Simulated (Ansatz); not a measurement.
# YTe: the cost of one run

Computed with Ansatz 0.2.0 (DFT PBEsol, scalar-relativistic, unless a step's input says otherwise).

### Step 1. The system as given

The structure is cubic, space group Fm-3m (No. 225). Conventional cell: a = 6.095 Å, b = 6.095 Å, c = 6.095 Å, α = 90.00°, β = 90.00°, γ = 90.00°. Y (site symmetry m-3m) is surrounded by 6 Te at 3.05 Å. Te (site symmetry m-3m) is surrounded by 6 Y at 3.05 Å.

Structure file:

```cif
data_structure
_symmetry_space_group_name_H-M 'Fm-3m'
_symmetry_Int_Tables_number 225
_cell_length_a 6.0950
_cell_length_b 6.0950
_cell_length_c 6.0950
_cell_angle_alpha 90.000
_cell_angle_beta 90.000
_cell_angle_gamma 90.000
_cell_volume 226.42
loop_
_atom_site_label
_atom_site_type_symbol
_atom_site_symmetry_multiplicity
_atom_site_Wyckoff_symbol
_atom_site_fract_x
_atom_site_fract_y
_atom_site_fract_z
_atom_site_occupancy
Y1 Y 4 a 0.00000 0.00000 0.00000 1
Te1 Te 4 b 0.50000 0.00000 0.00000 1
```

The file gives the conventional cell by its symmetry; the runs use the cell typed in the input.

Atoms are numbered in the order of the input: Y1, Te2.

### Step 2. The deformed structure

Space group Fm-3m before, I4/mmm after.

### Step 3. All-electron LAPW

Contents of input.yaml:

```yaml
crystal:
  lattice:
    - [0.0, 3.0475, 3.017025]
    - [3.0475, 0.0, 3.017025]
    - [3.0475, 3.0475, 0.0]
  atoms:
    - { symbol: "Y", position: [0.0, 0.0, 0.0] }
    - { symbol: Te, position: [0.5, 0.5, 0.5] }
kpoints:
  mp_grid: { grid: [12, 12, 12] }
  band_path:
    path:
      - [0.0, 0.0, 0.0]
      - [0.0, 0.5, 0.5]
      - [0.25, 0.75, 0.5]
      - [0.0, 0.5, 0.0]
      - [0.0, 0.0, 0.0]
      - [0.5, 0.5, 0.0]
      - [0.3775380063, 0.6224619937, 0.0]
      - [-0.3775380063, 0.3775380063, 0.0]
      - [0.0, 0.0, 0.0]
    npoints: 5
scf:
  occupations: { method: fermi_dirac, width: 0.05 }
hamiltonian:
  xc: pbesol
  pseudopotentials: { kind: all_electron, lapw: { basis_error: 0.0005 } }
output:
  forces: true
  stress: true
  eigenvalues: true
```

Launch:

```
> ansatz run input.yaml --threads 1 --pin off --max-ram 3072MiB --backend cpu --events-out ev --progress --plain --runs-dir out
```

**Question.** How long does this run take on 1 thread of Intel Xeon 6975P-C (Granite Rapids), shared host, and how much memory does it need?

About 24 s, with a peak of 0.72 GiB.
